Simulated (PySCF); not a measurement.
**One shape, several levels: GaAlSiH5ClO (SMILES [SiH3][O][Al]([Cl])[GaH2])**

Wanted: a comparison of 4 runs (HF/3-21G, B3LYP/6-31G*, PBE0/def2-SVP) of GaAlSiH5ClO. 

The calculation is run with PySCF 2.14.0.

**1. Starting point**

GaAlSiH5ClO has 10 atoms, charge 0, and is taken as a singlet. SMILES: `[SiH3][O][Al]([Cl])[GaH2]`. The coordinates come from a PBE0-D4/def2-TZVP relaxation. This is one conformer, not always the lowest.

Bond lengths: Si1–O2 1.630 Å, O2–Al3 1.681 Å, Al3–Cl4 2.107 Å, Al3–Ga5 2.498 Å, Si1–H6 1.487 Å, Si1–H7 1.487 Å, Si1–H8 1.486 Å, Ga5–H9 1.573 Å, Ga5–H10 1.573 Å. Some angles: Si1–O2–Al3 160.9°, O2–Al3–Cl4 117.2°, O2–Al3–Ga5 122.0°, Cl4–Al3–Ga5 120.8°, O2–Si1–H6 110.3°, O2–Si1–H7 110.4°, O2–Si1–H8 109.3°, Al3–Ga5–H9 121.5°, Al3–Ga5–H10 121.4°, H6–Si1–H7 109.0°.

**2. Energy and gradient at HF/3-21G (run 1)**

The input, input.xyz:

```xyz
10

Si     1.142300    -1.528200     1.394400
O      0.335900    -0.522400     0.396400
Al    -0.606400     0.028300    -0.881500
Cl    -1.346400    -1.416800    -2.224800
Ga    -1.122600     2.452200    -1.198600
H      2.252700    -2.196000     0.665400
H      0.225500    -2.566100     1.935600
H      1.707700    -0.747000     2.525600
H     -2.400700     3.110500    -0.559100
H     -0.187800     3.385600    -2.053400
```

The input, input.py:

```python
from pyscf import gto, scf

molecule = gto.M(
    atom='input.xyz',
    spin=0,
    basis='3-21g',
    charge=0,
    verbose=3,
    max_memory=1860,
)

myscf = scf.RHF(molecule)
myscf.conv_tol = 1e-10
myscf.kernel()
if not myscf.converged:
    myscf = myscf.newton().run(myscf.mo_coeff, myscf.mo_occ)

e_final = myscf.e_tot
print('E(%s) = %.9f' % ('HF', e_final))
grad = myscf.nuc_grad_method().kernel()
dip = myscf.dip_moment()
pop, q = myscf.mulliken_pop()
```

The run is started by

```bash
$ OMP_NUM_THREADS=1 python input.py
```

Output:

```text
converged SCF energy = -2976.6307655944
E(HF) = -2976.630765594
--------------- RHF gradients ---------------
         x                y                z
0 Si    -0.0113313984     0.0092328520    -0.0147001318
1 O     0.0162912983    -0.0070197251     0.0223858558
2 Al    -0.0153557849    -0.0300225867    -0.0278454008
3 Cl     0.0121890794     0.0266853277     0.0226601237
4 Ga     0.0012268428    -0.0013835534     0.0015254367
5 H    -0.0007241846     0.0008362461    -0.0015605078
6 H    -0.0012233377     0.0006719352    -0.0011713000
7 H    -0.0007871890     0.0019149481    -0.0007232057
8 H     0.0017529265    -0.0002186513    -0.0015764692
9 H    -0.0020382525    -0.0006967927     0.0010055992
----------------------------------------------
Dipole moment(X, Y, Z, Debye):  0.84174,  1.91541,  1.57951
 ** Mulliken pop  **
pop of  0 Si 1s           1.99853
pop of  0 Si 2s           1.97254
pop of  0 Si 3s           0.67313
pop of  0 Si 4s           0.41647
pop of  0 Si 2px          1.95700
pop of  0 Si 2py          1.95634
pop of  0 Si 2pz          1.95624
pop of  0 Si 3px          0.49523
pop of  0 Si 3py          0.47065
pop of  0 Si 3pz          0.47241
pop of  0 Si 4px          0.14353
pop of  0 Si 4py          0.12052
pop of  0 Si 4pz          0.11887
pop of  1 O 1s            1.98492
pop of  1 O 2s            0.39155
pop of  1 O 3s            1.48231
pop of  1 O 2px           0.70604
pop of  1 O 2py           0.71716
pop of  1 O 2pz           0.69082
pop of  1 O 3px           1.04271
pop of  1 O 3py           1.03934
pop of  1 O 3pz           1.02233
pop of  2 Al 1s           1.99879
pop of  2 Al 2s           1.98234
pop of  2 Al 3s           0.62335
pop of  2 Al 4s           0.30513
pop of  2 Al 2px          1.95744
pop of  2 Al 2py          1.96149
pop of  2 Al 2pz          1.95896
pop of  2 Al 3px          0.20394
pop of  2 Al 3py          0.51476
pop of  2 Al 3pz          0.25447
pop of  2 Al 4px          0.06833
pop of  2 Al 4py          0.12279
pop of  2 Al 4pz          0.03472
pop of  3 Cl 1s           1.99858
pop of  3 Cl 2s           1.95842
pop of  3 Cl 3s           1.09338
pop of  3 Cl 4s           0.95603
pop of  3 Cl 2px          1.96922
pop of  3 Cl 2py          1.96830
pop of  3 Cl 2pz          1.96835
pop of  3 Cl 3px          1.01921
pop of  3 Cl 3py          1.00517
pop of  3 Cl 3pz          0.99997
pop of  3 Cl 4px          0.91318
pop of  3 Cl 4py          0.83649
pop of  3 Cl 4pz          0.86608
pop of  4 Ga 1s           1.99985
pop of  4 Ga 2s           1.99867
pop of  4 Ga 3s           1.99535
pop of  4 Ga 4s           0.82937
pop of  4 Ga 5s           0.29484
pop of  4 Ga 2px          1.99868
pop of  4 Ga 2py          1.99870
pop of  4 Ga 2pz          1.99858
pop of  4 Ga 3px          1.98641
pop of  4 Ga 3py          1.98718
pop of  4 Ga 3pz          1.98402
pop of  4 Ga 4px          0.42237
pop of  4 Ga 4py          0.60171
pop of  4 Ga 4pz          0.20234
pop of  4 Ga 5px          0.12530
pop of  4 Ga 5py          0.09540
pop of  4 Ga 5pz          0.05800
pop of  4 Ga 3dxy         1.98718
pop of  4 Ga 3dyz         1.99180
pop of  4 Ga 3dz^2        1.99634
pop of  4 Ga 3dxz         1.98880
pop of  4 Ga 3dx2-y2      1.99201
pop of  5 H 1s            0.43296
pop of  5 H 2s            0.80666
pop of  6 H 1s            0.43289
pop of  6 H 2s            0.80588
pop of  7 H 1s            0.43313
pop of  7 H 2s            0.80966
pop of  8 H 1s            0.39488
pop of  8 H 2s            0.79431
pop of  9 H 1s            0.39489
pop of  9 H 2s            0.79434
 ** Mulliken atomic charges  **
charge of    0Si =      1.24855
charge of    1O =     -1.07718
charge of    2Al =      1.01350
charge of    3Cl =     -0.55238
charge of    4Ga =      0.46710
charge of    5H =     -0.23962
charge of    6H =     -0.23878
charge of    7H =     -0.24280
charge of    8H =     -0.18918
charge of    9H =     -0.18922
```

Wall time 5.1 s (1 thread of Intel Xeon at 2.70GHz, shared host); peak memory 0.16 GiB.

**3. Energy and gradient at B3LYP/6-31G(d) (spherical functions) (run 2)**

The input, input.py:

```python
import pyscf.grad
from pyscf import gto, dft

system = gto.M(
    atom='''
Si     2.158634    -2.887879     2.635034
O      0.634759    -0.987193     0.749087
Al    -1.145930     0.053479    -1.665794
Cl    -2.544327    -2.677364    -4.204263
Ga    -2.121407     4.633986    -2.265026
H      4.256986    -4.149839     1.257424
H      0.426133    -4.849226     3.657754
H      3.227085    -1.411625     4.772692
H     -4.536666     5.877993    -1.056546
H     -0.354891     6.397857    -3.880364
''',
    max_memory=1860,
    basis='6-31g*',
    charge=0,
    verbose=4,
    unit='bohr',
)

ks = dft.RKS(system, xc='b3lyp')
ks.conv_tol = 1e-10
ks.grids.level = 5
ks.kernel()
if not ks.converged:
    ks = ks.newton().run(ks.mo_coeff, ks.mo_occ)

etot = ks.e_tot
print(f'total energy: {etot:.8f} hartree')
grad = ks.Gradients().kernel()
ks.analyze()
```

The run is started by

```bash
$ OMP_NUM_THREADS=1 python input.py
```

Output:

```text
PySCF version 2.14.0

[... 100 lines left out ...]
DFT Exchange-Correlation Energy =     -153.558201758871235
[... 11 lines left out ...]
MO #10  energy= -9.44340421071018  occ= 2
[... 9 lines left out ...]
MO #20  energy= -3.65745171519426  occ= 2
[... 9 lines left out ...]
MO #30  energy= -0.847071139042624 occ= 2
[... 9 lines left out ...]
MO #40  energy= -0.333345772492429 occ= 2
[... 9 lines left out ...]
MO #50  energy= 0.0689328539752205 occ= 0
[... 9 lines left out ...]
MO #60  energy= 0.194227844516715  occ= 0
[... 9 lines left out ...]
MO #70  energy= 0.442593409188536  occ= 0
[... 9 lines left out ...]
MO #80  energy= 0.639187874085709  occ= 0
[... 9 lines left out ...]
MO #90  energy= 0.983033349623264  occ= 0
[... 9 lines left out ...]
MO #100 energy= 1.72244468214412   occ= 0
[... 9 lines left out ...]
MO #110 energy= 2.94627845551485   occ= 0
[... 84 lines left out ...]
pop of  4 Ga 5px          0.00591
pop of  4 Ga 5py          0.01039
pop of  4 Ga 5pz          0.00282
pop of  4 Ga 3dxy         1.99781
pop of  4 Ga 3dyz         1.99834
pop of  4 Ga 3dz^2        1.99883
pop of  4 Ga 3dxz         1.99801
pop of  4 Ga 3dx2-y2      1.99852
pop of  4 Ga 4dxy         0.00238
pop of  4 Ga 4dyz         0.00145
pop of  4 Ga 4dz^2        0.00095
pop of  4 Ga 4dxz         0.00168
pop of  4 Ga 4dx2-y2      0.00246
pop of  4 Ga 5dxy         0.00108
pop of  4 Ga 5dyz         0.00079
pop of  4 Ga 5dz^2        0.00095
pop of  4 Ga 5dxz         0.00082
pop of  4 Ga 5dx2-y2      0.00204
pop of  5 H 1s            1.11276
pop of  5 H 2s            0.00279
pop of  6 H 1s            1.11274
pop of  6 H 2s            0.00280
pop of  7 H 1s            1.11190
pop of  7 H 2s            0.00272
pop of  8 H 1s            1.03698
pop of  8 H 2s            0.00239
pop of  9 H 1s            1.03702
pop of  9 H 2s            0.00239
 ** Mulliken atomic charges  **
charge of    0Si =      0.74662
charge of    1O =     -0.80231
charge of    2Al =      0.79059
charge of    3Cl =     -0.32469
charge of    4Ga =      0.01429
charge of    5H =     -0.11554
charge of    6H =     -0.11554
charge of    7H =     -0.11462
charge of    8H =     -0.03938
charge of    9H =     -0.03941
Dipole moment(X, Y, Z, Debye):  0.38733,  1.14670,  0.77368
```

Run time: 80 s. Hardware: 1 thread of Intel Xeon at 2.70GHz, shared host; peak memory 1.1 GiB.

**4. Energy and gradient at B3LYP/6-31G(d) (Cartesian functions) (run 3)**

The input, input.py:

```python
from pyscf import gto, dft

mol = gto.Mole()
mol.atom = '''
Si     2.158634    -2.887879     2.635034
O      0.634759    -0.987193     0.749087
Al    -1.145930     0.053479    -1.665794
Cl    -2.544327    -2.677364    -4.204263
Ga    -2.121407     4.633986    -2.265026
H      4.256986    -4.149839     1.257424
H      0.426133    -4.849226     3.657754
H      3.227085    -1.411625     4.772692
H     -4.536666     5.877993    -1.056546
H     -0.354891     6.397857    -3.880364
'''
mol.max_memory = 1860
mol.basis = '6-31g*'
mol.unit = 'bohr'
mol.verbose = 4
mol.cart = True
mol.build()

ks = dft.RKS(mol, xc='b3lyp')
ks.conv_tol = 1e-10
ks.grids.level = 5
ks.kernel()
if not ks.converged:
    ks = ks.newton().run(ks.mo_coeff, ks.mo_occ)

energy = ks.e_tot
print(f'total energy: {energy:.8f} hartree')
grad = ks.nuc_grad_method().kernel()
ks.analyze()
```

The run is started by

```bash
$ OMP_NUM_THREADS=1 python input.py
```

Output:

```text
PySCF version 2.14.0

[... 97 lines left out ...]
Nuclear Repulsion Energy =             511.952593932892967
[... 12 lines left out ...]
MO #7   energy= -40.7230233203381  occ= 2
[... 10 lines left out ...]
MO #18  energy= -3.80975057372687  occ= 2
[... 10 lines left out ...]
MO #29  energy= -0.846762635921876 occ= 2
[... 10 lines left out ...]
MO #40  energy= -0.333346311421366 occ= 2
[... 10 lines left out ...]
MO #51  energy= 0.0734127349153527 occ= 0
[... 10 lines left out ...]
MO #62  energy= 0.227823575720271  occ= 0
[... 10 lines left out ...]
MO #73  energy= 0.496353863352258  occ= 0
[... 10 lines left out ...]
MO #84  energy= 0.756857737010101  occ= 0
[... 10 lines left out ...]
MO #95  energy= 1.12383712307053   occ= 0
[... 10 lines left out ...]
MO #106 energy= 2.22172559005617   occ= 0
[... 10 lines left out ...]
MO #117 energy= 73.8556684936171   occ= 0
[... 91 lines left out ...]
pop of  4 Ga 3dxx         1.77974
pop of  4 Ga 3dxy         1.99771
pop of  4 Ga 3dxz         1.99792
pop of  4 Ga 3dyy         1.77888
pop of  4 Ga 3dyz         1.99826
pop of  4 Ga 3dzz         1.78871
pop of  4 Ga 4dxx         0.00105
pop of  4 Ga 4dxy         0.00241
pop of  4 Ga 4dxz         0.00150
pop of  4 Ga 4dyy         0.00187
pop of  4 Ga 4dyz         0.00145
pop of  4 Ga 4dzz         0.00075
pop of  4 Ga 5dxx         0.00093
pop of  4 Ga 5dxy         0.00109
pop of  4 Ga 5dxz         0.00068
pop of  4 Ga 5dyy         0.00143
pop of  4 Ga 5dyz         0.00077
pop of  4 Ga 5dzz         0.00090
pop of  5  H 1s           1.11265
pop of  5  H 2s           0.00278
pop of  6  H 1s           1.11263
pop of  6  H 2s           0.00279
pop of  7  H 1s           1.11175
pop of  7  H 2s           0.00272
pop of  8  H 1s           1.00520
pop of  8  H 2s           0.00189
pop of  9  H 1s           1.00524
pop of  9  H 2s           0.00191
 ** Mulliken atomic charges  **
charge of    0Si =      0.74591
charge of    1O =     -0.80148
charge of    2Al =      0.81549
charge of    3Cl =     -0.32365
charge of    4Ga =     -0.07671
charge of    5H =     -0.11543
charge of    6H =     -0.11542
charge of    7H =     -0.11447
charge of    8H =     -0.00709
charge of    9H =     -0.00715
Dipole moment(X, Y, Z, Debye):  0.38840,  1.14547,  0.77516
```

Wall time 87 s (1 thread of Intel Xeon at 2.70GHz, shared host); peak memory 1.2 GiB.

**5. Energy and forces at PBE0/def2-SVP (run 4)**

The input, input.py:

```python
# [SiH3][O][Al]([Cl])[GaH2]
import pyscf.grad
from pyscf import gto, dft

mol = gto.M(
    atom='''
Si     2.158634    -2.887879     2.635034
O      0.634759    -0.987193     0.749087
Al    -1.145930     0.053479    -1.665794
Cl    -2.544327    -2.677364    -4.204263
Ga    -2.121407     4.633986    -2.265026
H      4.256986    -4.149839     1.257424
H      0.426133    -4.849226     3.657754
H      3.227085    -1.411625     4.772692
H     -4.536666     5.877993    -1.056546
H     -0.354891     6.397857    -3.880364
''',
    spin=0,
    unit='bohr',
    basis='def2-svp',
    max_memory=1860,
    verbose=3,
)

mf = dft.RKS(mol)
mf.xc = 'pbe0'
mf.grids.level = 5
mf.conv_tol = 1e-10
mf.kernel()
if not mf.converged:
    mf = mf.newton().run(mf.mo_coeff, mf.mo_occ)

etot = mf.e_tot
print('Final energy', etot)
grad = mf.Gradients().kernel()
mf.analyze()
```

The run is started by

```bash
$ OMP_NUM_THREADS=1 python input.py
```

Output:

```text
converged SCF energy = -2994.00923363871
[... 13 lines left out ...]
MO #4   energy= -56.18647812608    occ= 2
[... 10 lines left out ...]
MO #15  energy= -5.351399788029    occ= 2
[... 10 lines left out ...]
MO #26  energy= -0.990859158337257 occ= 2
[... 10 lines left out ...]
MO #37  energy= -0.407388160038319 occ= 2
[... 10 lines left out ...]
MO #48  energy= 0.044864034587667  occ= 0
[... 10 lines left out ...]
MO #59  energy= 0.242302975870766  occ= 0
[... 10 lines left out ...]
MO #70  energy= 0.426242631281659  occ= 0
[... 10 lines left out ...]
MO #81  energy= 0.653342244420124  occ= 0
[... 10 lines left out ...]
MO #92  energy= 0.973197879403958  occ= 0
[... 10 lines left out ...]
MO #103 energy= 1.5487165554501    occ= 0
[... 10 lines left out ...]
MO #114 energy= 2.04138057271964   occ= 0
[... 10 lines left out ...]
MO #125 energy= 3.19810152941511   occ= 0
[... 11 lines left out ...]
Dipole moment(X, Y, Z, Debye):  0.24781,  0.99091,  0.54527
```

It took 98 s on 1 thread of Intel Xeon at 2.70GHz, shared host; peak memory 1.3 GiB.

**6. The series**

| run | level | integration grid | Cartesian functions | energy (Eh) | dipole moment (D) | HOMO energy (eV) | LUMO energy (eV) | wall time |
| --- | --- | --- | --- | --- | --- | --- | --- | --- |
| 1 | HF/3-21G | – | no | -2976.630766 | 2.62 | -9.99 | 0.28 | 5.1 s |
| 2 | B3LYP/6-31G* (spherical functions) | 5 | no | -2995.123455 | 1.44 | -7.38 | -2.60 | 80 s |
| 3 | B3LYP/6-31G* (Cartesian functions) | 5 | yes | -2995.135976 | 1.44 | -7.37 | -2.59 | 87 s |
| 4 | PBE0/def2-SVP | 5 | no | -2994.009234 | 1.16 | -7.55 | -2.36 | 98 s |

**7. Summary of results**

```
                       quantity           value
            run 4: total energy  -2994.00923 Eh
           run 4: dipole moment          1.16 D
             run 4: HOMO energy        -7.55 eV
             run 4: LUMO energy        -2.36 eV
           run 4: HOMO–LUMO gap         5.18 eV
run 4: largest force on an atom      0.673 eV/Å
```

What this shows: The dipole moment (its size) runs from 1.16 D (PBE0/def2-SVP) to 2.62 D (HF/3-21G). The two ends differ in method and basis. The HOMO–LUMO gap runs from 4.78 eV (B3LYP/6-31G*) to 10.27 eV (HF/3-21G). Totals of different functionals can't be ranked against each other. All runs together took 4.5 min, the longest 98 s.
